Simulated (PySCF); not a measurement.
The system is C2NFH4, in a box.

```
C N F H
1.0
    12.00000    0.00000    0.00000
     0.00000   13.00000    0.00000
     0.00000    0.00000   11.00000
C N F H
2 1 1 4
Direct
  0.46072 0.56775 0.49929
  0.52223 0.47838 0.55072
  0.49514 0.38672 0.56635
  0.62510 0.50638 0.58486
  0.37707 0.54587 0.47112
  0.45555 0.62892 0.56713
  0.50615 0.59854 0.42132
  0.41595 0.37431 0.53741
```

Base run:

| Property | Result |
| --- | --- |
| Program | PySCF 2.14.0 |
| Functional | revPBE |
| Dispersion | D3 |
| Potentials or basis | def2-svp (all-electron) |
| k mesh | 1 × 1 × 1 |
| Occupations | fixed |
| Spin | no spin polarisation |

Its results: gap between the frontier levels 5.89 eV.

Task: The run is repeated on the same cell with these changes: functional from revPBE to PBEsol. What comes out?

Result: Gap between the frontier levels 5.81 eV.

Caveats: this is a molecule in a periodic box at the Γ point, so its band gap is the HOMO-LUMO gap; the basis of atomic orbitals isn't converged, which shifts pressures, moduli and gaps.

